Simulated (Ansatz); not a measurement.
# CH5ClN2OW: the cost of one run

Computed with Ansatz 0.2.0, Gaussian basis. Level: the settings change from run to run.

**1. The relaxed structure**

The structure was relaxed beforehand with PBE0-D4 in a triple-zeta def2 set. W takes a core potential in def2 sets; no spin-orbit term is included.

SMILES `C[N]=[W]([NH2])(=[O])[Cl]`, 11 atoms, charge 0, spin multiplicity 1.

Atoms are counted from 1 here; the program's logs count them from 0.

Bond lengths: C1–N2 1.418 Å, C1–H7 1.095 Å, C1–H8 1.095 Å, C1–H9 1.095 Å, N2–W3 1.745 Å, W3–N4 1.940 Å, W3–O5 1.708 Å, W3–Cl6 2.295 Å, N4–H10 1.010 Å, N4–H11 1.008 Å. Angles: N2–C1–H7 110.0°, N2–C1–H8 110.0°, N2–C1–H9 111.9°, H7–C1–H8 107.6°, H7–C1–H9 108.7°, H8–C1–H9 108.6°, C1–N2–W3 155.5°, N2–W3–N4 105.3°, N2–W3–O5 110.6°, N2–W3–Cl6 108.6°, N4–W3–O5 109.4°, N4–W3–Cl6 112.8°, O5–W3–Cl6 110.1°, W3–N4–H10 121.9°, W3–N4–H11 125.0°, H10–N4–H11 111.3°.

**2. B97M-V/def2-SVPD**

This run has a point charge of 0.50 e beside it, high accuracy, the search for lower states set to light.

Contents of in.yaml:

```yaml
crystal:
  periodic: [false, false, false]
  atoms:
    - {symbol: C, position_ang: [-0.554641, -1.117711, 1.659529]}
    - {symbol: N, position_ang: [-0.461897, -0.238675, 0.550678]}
    - {symbol: W, position_ang: [0.253296, 1.022817, -0.420021]}
    - {symbol: N, position_ang: [0.537842, 0.225779, -2.165352]}
    - {symbol: O, position_ang: [1.754785, 1.505896, 0.235984]}
    - {symbol: Cl, position_ang: [-1.189732, 2.806823, -0.483452]}
    - {symbol: H, position_ang: [-1.452723, -0.891307, 2.243189]}
    - {symbol: H, position_ang: [-0.638558, -2.152237, 1.310806]}
    - {symbol: H, position_ang: [0.318568, -1.040901, 2.316097]}
    - {symbol: H, position_ang: [1.275385, 0.537103, -2.781175]}
    - {symbol: H, position_ang: [0.157685, -0.657587, -2.466282]}
basis:
  gaussian: {orbitals: def2-SVPD, point_charges: [{charge: 0.50, position_ang: [5.552, -0.540, -0.876]}]}
hamiltonian: {xc: {name: B97M-V}}
accuracy: high
scf: {lower_state_search: light}
```

Command:

```console
$ ansatz run in.yaml --threads 4 --pin off --events-out ev --progress --plain --max-ram 11315MiB
```

**Question.** How long does this run take on 4 threads of Arm Neoverse V2, shared host, and how much memory does it need?

About 66 s, with a peak of 1.4 GiB.
